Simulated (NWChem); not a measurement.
**C2H3BFN (SMILES FB1C=NC1): HF/def2-SVP**

What is the vertical ionisation energy of C2H3BFN at HF/def2-SVP? 

The results are computed with NWChem 7.3.0.

1 further run of the same task is left out (set aside as unsound or not needed). Runs told in other sessions of the task aren't counted.

**1. Starting point**

C2H3BFN has 8 atoms, charge 0, and is taken as a singlet. SMILES: `FB1C=NC1`. The coordinates come from a PBE0-D4/def2-TZVP relaxation.

Bond lengths: F1–B2 1.312 Å, B2–C3 1.553 Å, C3–N4 1.291 Å, B2–C5 1.580 Å, N4–C5 1.510 Å, C3–H6 1.087 Å, C5–H7 1.093 Å, C5–H8 1.090 Å. Some angles: F1–B2–C3 135.6°, F1–B2–C5 135.3°, C3–B2–C5 86.1°, B2–C3–N4 90.7°, C3–N4–C5 99.2°, B2–C5–N4 82.2°, B2–C3–H6 145.8°, N4–C3–H6 122.6°, B2–C5–H7 120.5°, B2–C5–H8 118.9°.

**2. Energy and gradient at HF/def2-SVP**

Contents of sp.nw:

```
start sp
title "C2H3BFN"
memory stack 880 mb heap 220 mb global 1100 mb
charge 0
geometry units angstroms noautosym nocenter noautoz
   F     0.213200   -1.007300    1.918400
   B    -0.024100   -0.304800    0.836200
   C     0.319000    1.128500    0.345800
   N     0.303900    0.728600   -0.881200
   C    -0.301700   -0.640600   -0.682300
   H     0.656500    2.120900    0.633900
   H     0.257100   -1.432700   -1.186200
   H    -1.331600   -0.649700   -1.040300
end
basis spherical bse
   * library def2-SVP
end
scf
   thresh 1e-08
   maxiter 80
end
task scf gradient
```

Started as:

```console
$ nwchem sp.nw > sp.out
```

Log:

```text
[...]
  functions       =    85
[...]
  wavefunction    = RHF
[...]
         Total SCF energy =   -255.850369234841
      One-electron energy =   -638.117682044223
      Two-electron energy =    236.964821790501
 Nuclear repulsion energy =    145.302491018882
        Time for solution =      7.3s
[...]
                         RHF ENERGY GRADIENTS
    atom               coordinates                        gradient
                 x          y          z           x          y          z
   1 F       0.402890  -1.903521   3.625250    0.003634  -0.003855   0.004497
   2 B      -0.045542  -0.575988   1.580189   -0.005013   0.006007  -0.009556
   3 C       0.602823   2.132556   0.653467   -0.001261   0.003637   0.025102
   4 N       0.574288   1.376854  -1.665227    0.004961  -0.001155  -0.023182
   5 C      -0.570130  -1.210558  -1.289360   -0.002721  -0.007129   0.005160
   6 H       1.240605   4.007920   1.197897    0.000425   0.002256  -0.000906
   7 H       0.485849  -2.707410  -2.241593    0.000541  -0.000542  -0.000906
   8 H      -2.516359  -1.227755  -1.965882   -0.000566   0.000780  -0.000209
[...]
```

Wall time 9.9 s (1 thread of AMD EPYC 9R45 (Zen 5), shared host); peak memory 0.1 GiB.

**3. The doublet cation: a single-point energy at UHF/def2-SVP**

Contents of c2h3bfn.xyz:

```xyz
8
C2H3BFN energy
F      0.213200    -1.007300     1.918400
B     -0.024100    -0.304800     0.836200
C      0.319000     1.128500     0.345800
N      0.303900     0.728600    -0.881200
C     -0.301700    -0.640600    -0.682300
H      0.656500     2.120900     0.633900
H      0.257100    -1.432700    -1.186200
H     -1.331600    -0.649700    -1.040300
```

Contents of run.py:

```python
from ase.io import read
from ase.calculators.nwchem import NWChem

mol = read('c2h3bfn.xyz')

calc = NWChem(
    label='c2h3bfn',
    theory='scf',
    memory='2200 mb',
    basis='def2-SVP',
    basispar='spherical bse',
    charge=1,
    scf={'nopen': '1', 'uhf': None, 'thresh': '1e-08', 'maxiter': '80'},
    task='energy',
)
mol.calc = calc

print(f"energy = {mol.get_potential_energy():.6f} eV")
```

Started as:

```console
$ export ASE_NWCHEM_COMMAND="nwchem PREFIX.nwi > PREFIX.nwo"
$ python run.py
```

Log:

```text
energy = -6953.387506 eV
```

The calculator wrote c2h3bfn.nwi:

```
title "c2h3bfn"

permanent_dir c2h3bfn

scratch_dir c2h3bfn

start c2h3bfn

geometry units angstrom nocenter noautosym noautoz
  F  2.1320000000000000e-01 -1.0073000000000001e+00 1.9184000000000001e+00
  B  -2.4100000000000000e-02 -3.0480000000000002e-01 8.3620000000000005e-01
  C  3.1900000000000001e-01 1.1285000000000001e+00 3.4580000000000000e-01
  N  3.0390000000000000e-01 7.2860000000000003e-01 -8.8119999999999998e-01
  C  -3.0170000000000002e-01 -6.4059999999999995e-01 -6.8230000000000002e-01
  H  6.5649999999999997e-01 2.1208999999999998e+00 6.3390000000000002e-01
  H  2.5710000000000000e-01 -1.4327000000000001e+00 -1.1861999999999999e+00
  H  -1.3315999999999999e+00 -6.4970000000000006e-01 -1.0403000000000000e+00
end

charge 1

memory 2200 mb

basis spherical bse noprint
   * library def2-SVP
end

scf
  nopen 1
  uhf
  thresh 1e-08
  maxiter 80
end

task scf energy
```

c2h3bfn.nwo:

```text
Northwest Computational Chemistry Package (NWChem) 7.3.0
             --------------------------------------------------------

           Job information
           ---------------

    nwchem branch   = 7.3.0
    use scalapack   = T
    input           = c2h3bfn.nwi
    prefix          = c2h3bfn.
    data base       = c2h3bfn/c2h3bfn.db
    status          = startup
    nproc           =        1

           Memory information
           ------------------

    heap     =     72089598 doubles =      550.0 Mbytes
    stack    =     72089595 doubles =      550.0 Mbytes
    global   =    144179200 doubles =     1100.0 Mbytes (distinct from heap & stack)
    total    =    288358393 doubles =     2200.0 Mbytes
    verify   = yes
    hardfail = no

           Directory information
           ---------------------

  0 permanent = c2h3bfn
  0 scratch   = c2h3bfn

[... 135 lines left out ...]
 Convergence threshold     :          1.000E-08
[... 18 lines left out ...]
       Final UHF  results
[... 3 lines left out ...]
      One electron energy =   -628.616350004629
[... 1 line left out ...]
 Nuclear repulsion energy =    145.302491018881
[... 40 lines left out ...]
          Final beta eigenvalues
[... 240 lines left out ...]
                     UHF Final Beta Molecular Orbital Analysis
[... 253 lines left out ...]
   Mulliken analysis of the spin density
   -------------------------------------

    Atom       Charge   Shell Charges
 -----------   ------   -------------------------------------------------------
    1 F    9     0.00   0.00  0.00 -0.00  0.00 -0.00  0.00
    2 B    5     0.10   0.00  0.06  0.02  0.02  0.01  0.00
    3 C    6    -0.58  -0.00 -0.03 -0.05 -0.29 -0.22  0.01
[... 4 lines of this table left out ...]
    8 H    1     0.01   0.01 -0.00  0.00

       Multipole analysis of the density wrt the origin
       ------------------------------------------------

     L   x y z        total         alpha         beta         nuclear
     -   - - -        -----         -----         ----         -------
     0   0 0 0      1.000000    -18.000000    -17.000000     36.000000

     1   1 0 0     -0.039187     -3.710318     -3.153426      6.824556
[... 8 lines of this table left out ...]
     2   0 0 2    -17.978704    -98.421543    -92.596163    173.039002

 Task  times  cpu:       23.0s     wall:       23.0s
 Total times  cpu:       23.1s     wall:       23.1s
```

Wall time 24 s (1 thread of AMD EPYC 9R45 (Zen 5), shared host); peak memory 0.099 GiB.

**4. Results**

At HF/def2-SVP:

| quantity | value |
| --- | --- |
| singlet C2H3BFN: total energy | -255.85037 Eh |
| singlet C2H3BFN: dipole moment | 0.98 D |
| singlet C2H3BFN: HOMO energy | -11.12 eV |
| singlet C2H3BFN: LUMO energy | 2.44 eV |
| singlet C2H3BFN: HOMO–LUMO gap | 13.56 eV |
| singlet C2H3BFN: largest force on an atom | 1.306 eV/Å |
| doublet cation: total energy | -255.53228 Eh |
| doublet cation: HOMO energy (highest over α and β) | -19.37 eV |
| doublet cation: LUMO energy (lowest over α and β) | -6.51 eV |
| doublet cation: ⟨S²⟩ | 1.001 |
| vertical ionisation energy (to the doublet cation) | 8.656 eV |

In words: The vertical ionisation energy comes to 8.66 eV (200 kcal/mol). The largest force (singlet C2H3BFN) is 1.31 eV/Å: the shape isn't a stationary point for this species at this level. The negative HOMO energy of the first species, 11.12 eV, lies 2.46 eV above that difference. Mulliken charges (singlet C2H3BFN) run from -0.32 on N4 to +0.41 on B2. ⟨S²⟩ (doublet cation) is 1.00 where a pure doublet has 0.75: the reference is spin-contaminated. Mulliken charges (doublet cation) run from -0.13 on F1 to +0.57 on B2.
